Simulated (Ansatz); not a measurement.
# BrClH2Si + H2: a complex and its separated parts

The complex below is one end of an elementary step. How strongly is it bound against its free parts?

Method: PBE0-D4/def2-TZVP structures, single points in def2-TZVPP, no counterpoise correction; program: Ansatz 0.2.0, Gaussian basis.

Levels: SPW92, PBE-D4, BLYP-D4, r2SCAN-D4, B97M-V, PBE0-D4, B3LYP-D4, r2SCAN0-D4, BHLYP-D4, CAM-B3LYP-D4, wB97X-V, wB97M-V, B2PLYP, PBE-QIDH, RPA on PBE, Hartree-Fock, MP2, CCSD, CCSD(T).

Correlated methods freeze the cores. Filled d shells of the heavier atoms are correlated. B3LYP uses VWN-RPA correlation. B2PLYP carries no dispersion term here.

94 further runs of the same task are left out: 94 set aside as unsound or not needed.

## 1. The system as given

The complex: 7 atoms, charge 0, spin multiplicity 1.

Atoms are counted from 1 here; the program's logs count them from 0.

Bond lengths: Si1–H3 1.476 Å, Si1–H4 1.476 Å, Si1–Cl5 2.041 Å, Si1–Br7 2.206 Å, H2–H6 0.746 Å. Angles: H3–Si1–H4 112.7°, H3–Si1–Cl5 108.5°, H3–Si1–Br7 108.4°, H4–Si1–Cl5 108.5°, H4–Si1–Br7 108.4°, Cl5–Si1–Br7 110.3°.

Coordinates:

```xyz
7

Si   -0.7784    0.1586    1.1587
H     1.4603   -0.3496   -2.3006
H    -0.8184   -0.8256    2.2575
H    -1.6825    1.3026    1.3859
Cl   -1.3364   -0.7754   -0.5687
H     1.8722   -0.4350   -2.9172
Br    1.2833    0.9243    0.9845
```

Its parts: BrClH2Si holds atoms 1, 3, 4, 5, 7; H2 holds atoms 2, 6. Each part counts its atoms afresh in its own runs.

## 2. Relaxing BrClH2Si alone

File relax-a/in.yaml:

```yaml
crystal:
  periodic: [false, false, false]
  atoms:
    - {symbol: Si, position_ang: [-0.778447, 0.158599, 1.158674]}
    - {symbol: H, position_ang: [-0.818402, -0.825578, 2.257518]}
    - {symbol: H, position_ang: [-1.682467, 1.302610, 1.385937]}
    - {symbol: Cl, position_ang: [-1.336398, -0.775371, -0.568710]}
    - {symbol: Br, position_ang: [1.283285, 0.924344, 0.984486]}
basis:
  gaussian: {orbitals: def2-TZVP}
hamiltonian: {xc: pbe0, dispersion: d4}
relax: {f_tol: 0.005, max_steps: 200}
```

On the command line:

```sh
> ansatz run in.yaml --threads 4 --pin off --events-out ev --progress --plain --max-ram 9574MiB
```

Further steps of the session: Relaxing H2 alone; SPW92/def2-TZVPP; PBE-D4/def2-TZVPP; BLYP-D4/def2-TZVPP; r2SCAN-D4/def2-TZVPP; B97M-V/def2-TZVPP; PBE0-D4/def2-TZVPP; B3LYP-D4/def2-TZVPP; r2SCAN0-D4/def2-TZVPP; BHLYP-D4/def2-TZVPP; CAM-B3LYP-D4/def2-TZVPP; wB97X-V/def2-TZVPP; wB97M-V/def2-TZVPP; B2PLYP/def2-TZVPP; PBE-QIDH/def2-TZVPP; RPA on PBE/def2-TZVPP; CCSD(T)/def2-TZVPP; Vibrations of BrClH2Si; Vibrations of H2.

**Question.** What will these runs give? Wanted: complex less parts, CCSD(T)/def2-TZVPP; with zero-point energy; largest T1 diagnostic.

As calculated:

```
                              quantity       value
complex less parts, CCSD(T)/def2-TZVPP  -0.0154 eV
                with zero-point energy  +0.0072 eV
                 largest T1 diagnostic       0.008
```

**Reading.** At CCSD(T) the complex lies 0.0154 eV below its parts. The functionals run from r2SCAN0-D4, off by -0.0011 eV, to SPW92, off by -0.0276 eV, against CCSD(T). Mean unsigned error by rung: LDA 0.0276, GGA 0.0087, meta-GGA 0.0044, hybrid 0.0050, range-separated hybrid 0.0064, double hybrid 0.0084 eV. PBE-D4 gives a relative energy 0.0155 eV too low, an error of 100 % of the reference. The complex's frequency run has imaginary modes: the structure is no minimum, so both the energy and the zero-point correction are in doubt. No counterpoise was applied, and triple zeta lacks some correlation, so the CCSD(T) reference has a basis error of its own, and close matches with it are partly luck.
